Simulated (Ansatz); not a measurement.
# Ba2Tl5V3O12 (C2) in Ansatz: further runs

Aim: see how the results for Ba2Tl5V3O12 move with the level of theory and the settings. Levels: PBE+D4, PBE. Tasks: relaxation of cell and atoms.

All numbers are computed with Ansatz 0.2.0; they aren't measurements. Logs are shortened: lines on timing, memory, paths and dates and some standing lists are left out, and cuts for length are marked.

**1. The structure**

Symmetry: C2, No. 5, monoclinic system. Conventional cell: a = 12.980 Å, b = 13.354 Å, c = 6.079 Å, α = 90.00°, β = 109.30°, γ = 90.00°. Around Ba (site symmetry 2) lie 6 O at 2.58 to 2.76 Å. Ba (site symmetry 2) has 8 O at 2.76 to 3.03 Å as nearest neighbours. V (site symmetry 1) is surrounded by 4 O at 1.72 to 1.75 Å. V (site symmetry 2) has 4 O at 1.71 to 1.76 Å as nearest neighbours. Tl (site symmetry 1) is surrounded by 3 O at 2.57 to 2.74 Å. Around Tl (site symmetry 2) lie 4 O at 2.66 to 2.69 Å. Tl (site symmetry 1) is surrounded by 3 O at 2.55 to 2.75 Å. Around O (site symmetry 1) lie 1 V at 1.75 Å.

The cell was built by a generator and needn't be a form met in nature.

**2. Relaxation of cell and atoms, PBE+D4, collinear spin, ferromagnetic start**

input.yaml

```yaml
crystal:
  lattice:
    - [6.49009, -6.67692, 0.0]
    - [6.49009, 6.67692, 0.0]
    - [-2.00957, 0.0, 5.7376]
  atoms:
    - { symbol: Ba, position: [0.47917, 0.52083, 0.0] }
    - { symbol: Ba, position: [0.79264, 0.20736, 0.0] }
    - { symbol: V, position: [0.65694, 0.94605, 0.25735], spin: 2.0 }
    - { symbol: V, position: [0.05395, 0.34306, 0.74265], spin: 2.0 }
    - { symbol: V, position: [0.57442, 0.42558, 0.5], spin: 2.0 }
    - { symbol: Tl, position: [0.49835, 0.85629, 0.63726] }
    - { symbol: Tl, position: [0.14371, 0.50165, 0.36274] }
    - { symbol: Tl, position: [0.01508, 0.98492, 0.5] }
    - { symbol: Tl, position: [0.30964, 0.12677, 0.21892] }
    - { symbol: Tl, position: [0.87323, 0.69036, 0.78108] }
    - { symbol: O, position: [0.0039, 0.26325, 0.44275] }
    - { symbol: O, position: [0.59719, 0.60676, 0.67706] }
    - { symbol: O, position: [0.91333, 0.4282, 0.84635] }
    - { symbol: O, position: [0.52536, 0.79943, 0.20594] }
    - { symbol: O, position: [0.68766, 0.41628, 0.31356] }
    - { symbol: O, position: [0.09251, 0.20316, 0.88601] }
    - { symbol: O, position: [0.58372, 0.31234, 0.68644] }
    - { symbol: O, position: [0.79684, 0.90749, 0.11399] }
    - { symbol: O, position: [0.5718, 0.08667, 0.15365] }
    - { symbol: O, position: [0.20057, 0.47464, 0.79406] }
    - { symbol: O, position: [0.73675, 0.9961, 0.55725] }
    - { symbol: O, position: [0.39324, 0.40281, 0.32294] }
hamiltonian:
  xc: pbe
  pseudopotentials: { kind: paw }
  dispersion: d4
magnetization:
  spin_polarized: true
kpoints:
  mp_grid: { grid: [2, 2, 4] }
scf:
  occupations: { method: fermi_dirac, width: 0.05 }
output:
  forces: true
  stress: true
  eigenvalues: true
  write_density: true
  write_potential: true
  elf: true
  volumetric_format: npy
relax:
  f_tol: 0.01
  max_steps: 40
  cell: { stress_tol: 0.05 }
```

Potentials or basis: Ansatz PAW.

On the command line:

```
ansatz run input.yaml --threads 8 --pin off --max-ram 20480MiB --backend cpu --events-out ev --progress --plain --runs-dir out
```

What it wrote:

```text
Warning: RAYON_NUM_THREADS=8 ignored (pool sized by the plan → 8); use --threads N
Engine: ansatz 0.2.0, x86_64-unknown-linux-gnu
Pseudopotentials: kind: paw
Pseudopotential: Ba, paw, valence charge 10, recommended cutoff 420 eV (normal), Ba.paw.azcp
Pseudopotential: V, paw, valence charge 13, recommended cutoff 420 eV (normal), V.paw.azcp
Pseudopotential: Tl, paw, valence charge 13, recommended cutoff 420 eV (normal), Tl.paw.azcp
Pseudopotential: O, paw, valence charge 6, recommended cutoff 420 eV (normal), O.paw.azcp
Functional definition: PBE
  parameter kappa = 0.804
  parameter beta = 0.06672455060314922
  exchange = pbe_x(kappa = kappa, mu = beta*pi^2/3)
  correlation = pbe_c(beta = beta)
Crystal: 22 atoms, lattice volume = 497.264 Å³
Basis set: ecut = 420 eV, 9759 PW (Γ), exchange–correlation on 128×128×90 points (8 copies of the dense FFT grid, shifted against one another)
Bands: 123, of which v1, the nominal top of the filled ones, is band 98 counted from 1 (97 counted from 0)
Symmetry: 2 space group operations
Space group: C2 (ITA 5), of the structure as read, at distance tolerance 7.9e-5 Å
Magnetic group: BNS 5.13 (UNI 20), of the structure as read, at distance tolerance 7.9e-5 Å
k-points: 9 of 16 (time reversal used)
Non-local potential: Ba, projectors of the file, l = 0: 3, l = 1: 2, l = 2: 2, l = 3: 2
Non-local potential: V, projectors of the file, l = 0: 3, l = 1: 2, l = 2: 3, l = 3: 1
Non-local potential: Tl, projectors of the file, l = 0: 2, l = 1: 2, l = 2: 2, l = 3: 1
Non-local potential: O, projectors of the file, l = 0: 2, l = 1: 2, l = 2: 1
PAW form: soft (Blöchl's): semilocal exchange-correlation on the pseudo side does not see the compensation charge
PAW one-centre angular grid: Ba, 194 points (default); XC on 64 Gauss nodes
PAW one-centre angular grid: V, 590 points (default); XC on 64 Gauss nodes
PAW one-centre angular grid: Tl, 590 points (default); XC on 64 Gauss nodes
PAW one-centre angular grid: O, 110 points (default); XC on 64 Gauss nodes
[... 362 lines left out ...]
  max |Σ_I F_I| component: 2.25e-6 eV/Å
--- Stress (GPa, compression-positive) ---
       -0.018957       0.000000      -0.003691
        0.000000      -0.022356       0.000000
       -0.003691       0.000000      -0.009095
  P = ⅓ Tr σ = -0.0168 GPa (-0.168 kbar)
--- Band table (eV; the first three rows and the last of 18) ---
  k-point 0 ↑: bands = ["-58.9565", "-58.8824", "-58.8824", "-32.9370", "-32.9056", "-32.8812", "-32.8795", "-32.8794", "-32.8377", "-32.8377", "-32.8021", "-32.8020", "-20.1951", "-20.1549", "-11.8642", "-11.8015", "-11.7590", "-11.6675", "-11.3850", "-11.3747", "-11.3250", "-11.3085", "-11.2508", "-11.2452", "-11.1414", "-10.9809", "-5.5553", "-5.4436", "-5.4346", "-5.3669", "-5.3619", "-5.2591", "-5.0030", "-4.9896", "-4.9882", "-4.9518", "-4.9514", "-4.9361", "-4.9205", "-4.9122", "-4.8921", "-4.8800", "-4.8751", "-4.8474", "-4.8433", "-4.8221", "-4.7946", "-4.7656", "-4.7495", "-4.7453", "-4.7227", "-4.7036", "-4.7027", "-4.6811", "-4.6805", "-4.6656", "-4.6476", "-0.2989", "-0.1296", "0.0798", "0.2132", "0.4078", "1.3559", "1.5512", "1.6465", "1.6578", "1.7641", "1.8072", "1.8113", "1.8841", "1.9490", "1.9573", "2.0901", "2.1317", "2.2485", "2.4396", "2.4511", "2.5777", "2.7246", "2.8010", "2.8663", "2.9294", "3.0668", "3.2338", "3.2590", "3.3722", "3.4661", "3.4926", "3.6190", "3.7027", "3.8587", "3.9372", "3.9595", "4.0457", "4.1246", "4.2529", "4.3790", "4.4716", "7.2748", "7.9914", "8.0501", "8.1387", "8.2441", "8.3047", "8.3584", "8.5780", "8.7804", "8.7886", "9.0842", "9.1387", "9.4036", "9.4425", "9.5466", "9.5687", "9.6384", "9.8700", "9.9509", "10.1365", "10.3119", "10.3639", "10.3709", "10.6032", "10.7264"]
[... 3 lines left out ...]
--- Relaxed structure (13 steps of the walk, 9 accepted, 2 SCFs on fresh bases) ---
  F+E_penalty+E_count = -84685.46515920 eV   max|allowed force component| = 4.943e-3 eV/Å   (the final SCF, on the basis selected at the relaxed cell)
  cell:  # Å, volume = 469.7134 Å³
    - [6.375600257256072, -6.478382860117624, -0.022463704144506408]
    - [6.375600257256072, 6.478382860117624, -0.022463704144506408]
    - [-1.993978936790338, 0.0, 5.693135861760936]
  atoms:
    - { symbol: Ba, position: [0.4780726745637325, 0.5219273254362676, -8.673617379884035e-19] }
    - { symbol: Ba, position: [0.7950450499563257, 0.20495495004367437, -8.673617379884035e-19] }
    - { symbol: V, position: [0.6590275179882823, 0.9452752021871531, 0.2693819853588789] }
    - { symbol: V, position: [0.05472479781284689, 0.34097248201171776, 0.7306180146411212] }
    - { symbol: V, position: [0.5739286402833754, 0.4260713597166248, 0.5] }
    - { symbol: Tl, position: [0.4861633179364374, 0.8616398442458736, 0.6479187639982672] }
    - { symbol: Tl, position: [0.13836015575412647, 0.5138366820635627, 0.35208123600173297] }
    - { symbol: Tl, position: [0.026459602245351835, 0.9735403977546484, 0.5] }
    - { symbol: Tl, position: [0.3011623153948132, 0.11923953864693693, 0.22101396023692885] }
    - { symbol: Tl, position: [0.8807604613530631, 0.6988376846051869, 0.7789860397630709] }
    - { symbol: O, position: [0.008668847379769334, 0.2572510237155056, 0.4294026803696022] }
    - { symbol: O, position: [0.5944883701996114, 0.6110504505718527, 0.6795279259980761] }
    - { symbol: O, position: [0.9070349592181775, 0.4224080333983593, 0.8315578418109082] }
    - { symbol: O, position: [0.5170394646499388, 0.8037326809357681, 0.21573389794152978] }
    - { symbol: O, position: [0.6917834800952127, 0.41978618582575744, 0.3159877062671539] }
    - { symbol: O, position: [0.10152937706172999, 0.20002065744555095, 0.8781161369540859] }
    - { symbol: O, position: [0.5802138141742427, 0.3082165199047874, 0.6840122937328463] }
    - { symbol: O, position: [0.7999793425544492, 0.8984706229382702, 0.12188386304591392] }
    - { symbol: O, position: [0.5775919666016409, 0.09296504078182265, 0.1684421581890921] }
    - { symbol: O, position: [0.19626731906423212, 0.48296053535006145, 0.7842661020584705] }
    - { symbol: O, position: [0.7427489762844943, 0.9913311526202306, 0.5705973196303977] }
    - { symbol: O, position: [0.3889495494281474, 0.4055116298003887, 0.32047207400192396] }
```

Run time: 1.8 min. Hardware: 8 threads of AMD EPYC 9R45 (Zen 5), shared host; peak memory 2.7 GiB.

Results:

```
Free energy                            : -84685.4652 eV
Relaxed volume                         : 21.35 Å³/atom
Relaxed cell                           : a = 9.089 Å, b = 9.089 Å, c = 6.032 Å, α = 103.54°, β = 103.54°, γ = 90.92°
Space group after relaxing (to 0.05 Å) : C2 (No. 5)
Energy gained by relaxing              : 4.9 meV/atom
Ionic steps                            : 11
Pressure after relaxing                : 0.0 GPa
Largest force after relaxing           : 0.005 eV/Å
Band gap on the k mesh                 : 2.79 eV, indirect (least direct gap 2.80 eV)
Net moment                             : 0.00 μB per cell
Absolute moment                        : 0.00 μB per cell
```

Forces on the atoms (eV/Å):
```
Ba   0.000 -0.001  0.000
Ba   0.000 -0.001  0.000
V    0.000 -0.002  0.001
V    0.000 -0.002 -0.001
V    0.000  0.005  0.000
Tl   0.000 -0.001 -0.001
Tl   0.000 -0.001  0.001
Tl   0.000  0.000  0.000
Tl   0.000 -0.002  0.000
Tl   0.000 -0.002  0.000
O    0.000 -0.001  0.003
O   -0.003  0.000 -0.002
O    0.002  0.002  0.001
O    0.001  0.003  0.001
O    0.001  0.000 -0.001
O    0.000  0.001 -0.002
O   -0.001  0.000  0.001
O    0.000  0.001  0.002
O   -0.002  0.002 -0.001
O   -0.001  0.003 -0.001
O    0.000 -0.001 -0.003
O    0.003  0.000  0.002
```

Step by step:
| step | energy change (eV) | largest force (eV/Å) | volume (Å³) |
| --- | --- | --- | --- |
| 1 | 0.0000 | 0.0634 | 497.26 |
| 2 | -0.1118 | 0.0902 | 480.03 |
| 3 | -0.1348 | 0.0878 | 474.15 |
| 4 | -0.1409 | 0.0288 | 472.48 |
| 5 | -0.1418 | 0.0212 | 472.16 |
| 6 | -0.1418 | 0.0088 | 472.22 |
| 7 | -0.1058 | 0.0089 | 472.22 |
| 8 | -0.1118 | 0.0250 | 469.75 |
| 9 | -0.1121 | 0.0126 | 469.68 |
| 10 | -0.1121 | 0.0049 | 469.71 |
| 11 | -0.1074 | 0.0049 | 469.71 |

Final structure:
```
Ba V Tl O
1.0
     6.37560   -6.47838   -0.02246
     6.37560    6.47838   -0.02246
    -1.99398    0.00000    5.69314
Ba V Tl O
2 3 5 12
Direct
  0.47807 0.52193 0.00000
  0.79505 0.20495 0.00000
  0.65903 0.94528 0.26938
  0.05472 0.34097 0.73062
  0.57393 0.42607 0.50000
  0.48616 0.86164 0.64792
  0.13836 0.51384 0.35208
  0.02646 0.97354 0.50000
  0.30116 0.11924 0.22101
  0.88076 0.69884 0.77899
  0.00867 0.25725 0.42940
  0.59449 0.61105 0.67953
  0.90703 0.42241 0.83156
  0.51704 0.80373 0.21573
  0.69178 0.41979 0.31599
  0.10153 0.20002 0.87812
  0.58021 0.30822 0.68401
  0.79998 0.89847 0.12188
  0.57759 0.09297 0.16844
  0.19627 0.48296 0.78427
  0.74275 0.99133 0.57060
  0.38895 0.40551 0.32047
```

Levels at points of the mesh, in eV from the valence-band top:
Spin up:
| k point | band 94 | band 95 | band 96 | band 97 | band 98 | band 99 | band 100 | band 101 | band 102 | band 103 |
| --- | --- | --- | --- | --- | --- | --- | --- | --- | --- | --- |
| (0.00, 0.00, 0.00) | -0.44 | -0.36 | -0.23 | -0.11 | -0.01 | 2.79 | 3.51 | 3.56 | 3.65 | 3.76 |
| (0.00, 0.00, -0.50) | -0.38 | -0.28 | -0.26 | -0.18 | -0.10 | 3.15 | 3.30 | 3.45 | 3.51 | 3.70 |
| (0.00, -0.50, 0.00) | -0.49 | -0.34 | -0.24 | -0.10 | 0.00 | 3.17 | 3.39 | 3.48 | 3.66 | 3.77 |
| (0.00, -0.50, -0.50) | -0.37 | -0.29 | -0.26 | -0.18 | -0.07 | 3.24 | 3.29 | 3.32 | 3.44 | 3.71 |
| (-0.50, -0.50, 0.00) | -0.39 | -0.34 | -0.24 | -0.21 | -0.01 | 3.28 | 3.41 | 3.46 | 3.59 | 3.67 |
| (-0.50, -0.50, -0.50) | -0.35 | -0.31 | -0.20 | -0.13 | -0.10 | 3.22 | 3.28 | 3.42 | 3.65 | 3.69 |
Spin down:
| k point | band 94 | band 95 | band 96 | band 97 | band 98 | band 99 | band 100 | band 101 | band 102 | band 103 |
| --- | --- | --- | --- | --- | --- | --- | --- | --- | --- | --- |
| (0.00, 0.00, 0.00) | -0.44 | -0.36 | -0.23 | -0.11 | -0.01 | 2.79 | 3.51 | 3.56 | 3.65 | 3.76 |
| (0.00, 0.00, -0.50) | -0.38 | -0.28 | -0.26 | -0.18 | -0.10 | 3.15 | 3.30 | 3.45 | 3.51 | 3.70 |
| (0.00, -0.50, 0.00) | -0.49 | -0.34 | -0.24 | -0.10 | 0.00 | 3.17 | 3.39 | 3.48 | 3.66 | 3.77 |
| (0.00, -0.50, -0.50) | -0.37 | -0.29 | -0.26 | -0.18 | -0.07 | 3.24 | 3.29 | 3.32 | 3.44 | 3.71 |
| (-0.50, -0.50, 0.00) | -0.39 | -0.34 | -0.24 | -0.21 | -0.01 | 3.28 | 3.41 | 3.46 | 3.59 | 3.67 |
| (-0.50, -0.50, -0.50) | -0.35 | -0.31 | -0.20 | -0.13 | -0.10 | 3.22 | 3.28 | 3.42 | 3.65 | 3.69 |

Caveat: the plane-wave basis is chosen anew once the cell has moved, so the energies of steps on either side of that aren't comparable; the pressure holds a Pulay correction of +0.3 GPa for the finite cutoff; spin-orbit coupling is left out, which as a rule narrows the gap of such compounds by several tenths of an eV; the starting moments weren't kept.

**3. Relaxation of cell and atoms, PBE, collinear spin, ferromagnetic start, target pressure 10 GPa, at which the enthalpy is minimised**

input.yaml, as its differences from that of step 2:

```diff
@@ -31,3 +31,2 @@
   pseudopotentials: { kind: paw }
-  dispersion: d4
 magnetization:
@@ -49,2 +48,2 @@
   max_steps: 40
-  cell: { stress_tol: 0.05 }
+  cell: { stress_tol: 0.05, p_target: 10.0 }
```

Potentials or basis: Ansatz PAW.

On the command line:

```
ansatz run input.yaml --threads 8 --pin off --max-ram 20480MiB --backend cpu --events-out ev --progress --plain --runs-dir out
```

Wall time 8.1 min (8 threads of Intel Xeon Platinum 8259CL at 2.50GHz (Skylake/Cascade Lake), shared host); peak memory 2.7 GiB.

The run converged. Its results:

```yaml
Free_energy: -84678.3386 eV
Relaxed_volume: 15.93 Å³/atom
Relaxed_cell: a = 7.791 Å, b = 7.791 Å, c = 6.141 Å, α = 101.82°, β = 101.82°, γ = 98.18°
Space_group_after_relaxing_to_0.05_Å: C2 (No. 5)
Energy_change_on_relaxing_the_enthalpy_is_what_falls: +140.3 meV/atom
Ionic_steps: 19
Pressure_after_relaxing: 10.0 GPa
Largest_force_after_relaxing: 0.007 eV/Å
Band_gap_on_the_k_mesh: 2.13 eV, direct
Net_moment: 0.00 μB per cell
Absolute_moment: 0.00 μB per cell
```

Forces on the atoms (eV/Å):
```
Ba   0.000  0.001  0.000
Ba   0.000  0.007  0.000
V    0.002 -0.004  0.004
V   -0.002 -0.004 -0.004
V    0.000  0.000  0.000
Tl   0.000  0.002 -0.002
Tl   0.000  0.002  0.002
Tl   0.000 -0.002  0.000
Tl  -0.001  0.002 -0.002
Tl   0.001  0.002  0.002
O   -0.001  0.000  0.000
O    0.000 -0.004 -0.004
O   -0.002  0.003 -0.002
O    0.000 -0.002 -0.001
O   -0.002  0.000 -0.001
O    0.001 -0.001 -0.001
O    0.002  0.000  0.001
O   -0.001 -0.001  0.001
O    0.002  0.003  0.002
O    0.000 -0.002  0.001
O    0.001  0.000  0.000
O    0.000 -0.004  0.004
```

Step by step:
| step | energy change (eV) | largest force (eV/Å) | volume (Å³) |
| --- | --- | --- | --- |
| 1 | 0.0000 | 0.0050 | 497.26 |
| 2 | 1.3172 | 1.0645 | 428.25 |
| 3 | 1.6427 | 0.5803 | 406.90 |
| 4 | 2.1052 | 0.4108 | 386.74 |
| 5 | 2.3576 | 0.4552 | 376.83 |
| 6 | 2.5797 | 0.2982 | 367.80 |
| 7 | 2.7149 | 0.3865 | 360.35 |
| 8 | 3.0796 | 0.4412 | 351.40 |
| 9 | 2.9709 | 0.2702 | 351.79 |
| 10 | 3.0151 | 0.3620 | 350.97 |
| 11 | 2.9158 | 0.1233 | 352.20 |
| 12 | 2.9366 | 0.1531 | 351.83 |
| 13 | 2.9117 | 0.0228 | 352.20 |
| 14 | 2.9072 | 0.0065 | 352.28 |
| 15 | 2.9740 | 0.0064 | 352.28 |
| 16 | 3.1472 | 0.0417 | 349.37 |
| 17 | 3.0808 | 0.0159 | 350.45 |
| 18 | 3.0827 | 0.0066 | 350.42 |
| 19 | 3.0874 | 0.0066 | 350.42 |

Final structure:
```yaml
crystal:
  lattice:
    - [5.09926, -5.88758, -0.16789]
    - [5.09926, 5.88758, -0.16789]
    - [-1.72734, 0.00000, 5.89283]
  atoms:
    - { symbol: Ba, position: [0.49615, 0.50385, 0.00000] }
    - { symbol: Ba, position: [0.80747, 0.19253, 0.00000] }
    - { symbol: V, position: [0.63175, 0.93183, 0.32807] }
    - { symbol: V, position: [0.06817, 0.36825, 0.67193] }
    - { symbol: V, position: [0.59244, 0.40756, 0.50000] }
    - { symbol: Tl, position: [0.43946, 0.86169, 0.72792] }
    - { symbol: Tl, position: [0.13831, 0.56054, 0.27208] }
    - { symbol: Tl, position: [0.05361, 0.94639, 0.50000] }
    - { symbol: Tl, position: [0.25630, 0.07616, 0.15560] }
    - { symbol: Tl, position: [0.92384, 0.74370, 0.84440] }
    - { symbol: O, position: [0.02329, 0.23661, 0.39673] }
    - { symbol: O, position: [0.61044, 0.61553, 0.68023] }
    - { symbol: O, position: [0.88577, 0.42024, 0.76717] }
    - { symbol: O, position: [0.43267, 0.79091, 0.29603] }
    - { symbol: O, position: [0.73975, 0.45062, 0.32733] }
    - { symbol: O, position: [0.16465, 0.25016, 0.85262] }
    - { symbol: O, position: [0.54938, 0.26025, 0.67267] }
    - { symbol: O, position: [0.74984, 0.83535, 0.14738] }
    - { symbol: O, position: [0.57976, 0.11423, 0.23283] }
    - { symbol: O, position: [0.20909, 0.56733, 0.70397] }
    - { symbol: O, position: [0.76339, 0.97671, 0.60327] }
    - { symbol: O, position: [0.38447, 0.38956, 0.31977] }
```

Levels at points of the mesh, in eV from the valence-band top:
Spin up:
| k point | band 96 | band 97 | band 98 | band 99 | band 100 | band 101 |
| --- | --- | --- | --- | --- | --- | --- |
| (0.00, 0.00, 0.00) | -0.72 | -0.68 | -0.41 | 2.39 | 2.40 | 2.49 |
| (0.00, 0.00, -0.50) | -0.67 | -0.44 | -0.21 | 2.42 | 2.56 | 2.64 |
| (0.00, -0.50, 0.00) | -0.73 | -0.70 | -0.54 | 2.20 | 2.48 | 2.66 |
| (0.00, -0.50, -0.50) | -0.68 | -0.60 | 0.00 | 2.13 | 2.47 | 2.64 |
| (-0.50, -0.50, 0.00) | -0.73 | -0.71 | -0.21 | 2.35 | 2.49 | 2.60 |
| (-0.50, -0.50, -0.50) | -0.74 | -0.60 | -0.18 | 2.30 | 2.36 | 2.54 |
Spin down:
```tsv
k point	band 94	band 95	band 96	band 97	band 98	band 99	band 100	band 101	band 102	band 103
(0.00, 0.00, 0.00)	-0.79	-0.77	-0.72	-0.68	-0.41	2.39	2.40	2.49	2.68	2.69
(0.00, 0.00, -0.50)	-0.92	-0.80	-0.67	-0.44	-0.21	2.42	2.56	2.64	2.67	2.98
(0.00, -0.50, 0.00)	-0.95	-0.83	-0.73	-0.70	-0.54	2.20	2.48	2.66	2.71	2.81
(0.00, -0.50, -0.50)	-0.91	-0.76	-0.68	-0.60	0.00	2.13	2.47	2.64	2.75	2.78
(-0.50, -0.50, 0.00)	-0.90	-0.80	-0.73	-0.71	-0.21	2.35	2.49	2.60	2.68	2.77
(-0.50, -0.50, -0.50)	-0.94	-0.82	-0.74	-0.60	-0.18	2.30	2.36	2.54	2.57	2.91
```

Caveat: the volume moved by over 15 % at a fixed basis, so the end points are rough; the plane-wave basis is chosen anew once the cell has moved, so the energies of steps on either side of that aren't comparable; the pressure holds a Pulay correction of +0.4 GPa for the finite cutoff; spin-orbit coupling is left out, which as a rule narrows the gap of such compounds by several tenths of an eV; the starting moments weren't kept. A k mesh can miss the band edges.
